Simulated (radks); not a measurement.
# The Coulomb parameter U of the 4d shell of Rh⁺

One table from this session's results is given with a row withheld; the runs are named, their logs left out.

The numbers are computed with radks (a radial shooting solver on a logarithmic mesh, Libxc functionals) version 1 (scalar-relativistic Kohn-Sham, PBE, spin-unpolarised, spherical densities, point nucleus), except any that are marked as measured or tabulated.

**The system**

| Property | Result |
| --- | --- |
| element | rhodium (Z = 45) |
| charge | +1 |
| electrons | 44 |
| configuration | [Kr] 4d6.5 5s1.5 |

Set-up of the first run:

Input:

```text
Z 45
configuration [Kr] 4d6.5 5s1.5
relativity scalar-relativistic
functional pbe,pbe
spin unpolarised
nucleus point
c 137.035999084
```

Among the steps run: Start: [Kr] 4d6.5 5s1.5.

One of the session's tables, all rows but one given; the rest of the session is left out.

It belongs to the step «Start: [Kr] 4d6.5 5s1.5». Sizes of the orbitals, from the radial functions (bohr):

```
level     <r>  outermost maximum (interpolated)  90 % within  nodes
   2p  0.1237                            0.0958        0.201      0
   3s       ?                                 ?            ?      ?
   3p  0.3905                             0.345        0.588      1
   3d  0.3703                             0.291        0.588      0
   4s  0.9756                             0.880         1.42      3
   4p   1.071                             0.942         1.58      2
   4d   1.448                              1.12         2.30      1
   5s   2.799                              2.41         4.12      4
```

**Question.** Estimate the row for 3s.

**Answer.** <r>: 0.3906; outermost maximum (interpolated): 0.351; 90 % within: 0.576; nodes: 2. In the column «<r>» it lies between 3p (0.3905) and 4s (0.9756).
